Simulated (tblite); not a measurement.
# C3H6BO2Se: the cost of one run

Computed with tblite 0.8.0 and PySCF 2.14.0, with density-fitted response routines of our own, on a single molecule in the gas phase. Atoms are numbered from 0 throughout.

## 1. The starting structure

13 atoms, charge 0, multiplicity 2; geometry from: force field or distance geometry start.

Bonds of the start (Å): C0–C1 1.53, C1–O2 1.40, O2–B3 1.48, B3–O4 1.46, O4–C5 1.41, C5–Se6 1.97, Se6–C1 1.96, C0–H7 1.11, C0–H8 1.11, C1–H9 1.13, B3–H10 1.19, C5–H11 1.11, C5–H12 1.13.

## 2. Relaxing the molecule with GFN2-xTB

What the job is given:

```
{"job": {"kind": "relax", "xc": "GFN2-xTB", "basis": "xTB"}, "charge": 0, "multiplicity": 2}
C      2.312000    -0.790800     0.079800
C      0.850800    -0.348600     0.229400
O      0.786500     1.043600     0.074500
B     -0.615200     1.464300     0.304600
O     -1.630200     1.098300    -0.681600
C     -1.844800    -0.292800    -0.611900
Se    -0.224400    -1.293600    -1.112900
H      2.697000    -0.492100    -0.914700
H      2.937900    -0.328000     0.871000
H      0.526000    -0.664400     1.265700
H     -0.953800     1.774200     1.398800
H     -2.640100    -0.568000    -1.329900
H     -2.206000    -0.601700     0.409700
```

The run is started by

```console
$ OMP_NUM_THREADS=1 python probes_run.py task.json out
```

One launch serves the whole session: the jobs run in the order shown.

Q: Estimate the wall time and peak memory of this first job on 1 thread of Arm Neoverse V1, shared host.

About 1 s, with a peak of 0.17 GiB.
